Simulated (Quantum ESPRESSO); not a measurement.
## PtS2 in Quantum ESPRESSO: the effect of Hubbard term

PtS2:

```
Pt S
1.0
     3.54320    0.00000    0.00000
    -1.77160    3.06850    0.00000
     0.00000    0.00000    5.03880
Pt S
1 2
Cartesian
  0.0000 0.0000 0.0000
  0.0000 2.0457 1.2597
  1.7716 1.0228 3.7791
```

Alike in all runs:

| Property | Result |
| --- | --- |
| Program | Quantum ESPRESSO 7.5 |
| Task | Hubbard U by linear response |
| Functional | PBE |
| Potentials or basis | PseudoDojo 0.4.1 SR PBE standard |
| Cutoff | 1143 eV |
| Density cutoff | 4572 eV |
| k mesh | 4 × 4 × 2 |
| Occupations | fermi-dirac, width 0.05 eV |
| Spin | no spin polarisation |
| Start of the occupations | default |
| Hubbard projectors | ortho-atomic |
| Mixing beta | 0.3 |
| Most SCF iterations | 120 |
| SCF threshold | 6e-10 Ry |
| q mesh | 2 × 2 × 2 |

```tsv
Hubbard term	gap on the mesh (eV)	pressure (GPa)	largest force (eV/Å)
Pt d U = 0.0001 eV	0.61	2.0	0.30
Pt d U = 2.0 eV	?	?	?
Pt d U = 4.0 eV	0.48	2.4	0.18
Pt d U = 6.0 eV	0.41	2.7	0.11
Pt d U = 8.0 eV	0.33	3.1	0.04
```

What does the run with Hubbard term Pt d U = 2.0 eV give?

gap on the mesh 0.54 eV; pressure 2.2 GPa; largest force 0.24 eV/Å.

Worked out: A straight line through the other rows of the gap on the mesh, of slope -0.0347 eV per eV, gives 0.54 eV, against the run's 0.54. A parabola through the other rows of the pressure, of slope 0.0984 GPa per eV there, gives 2.2 GPa, against the run's 2.2. A straight line through the other rows of the largest force, of slope -0.0324 eV/Å per eV, gives 0.24 eV/Å, against the run's 0.24.

Caveats: all runs use coarse meshes; spin-orbit coupling is left out, which moves the levels of the heavy elements; the cell's inner coordinates are idealised or old, which leaves forces on the atoms.

A k mesh can miss the band edges.
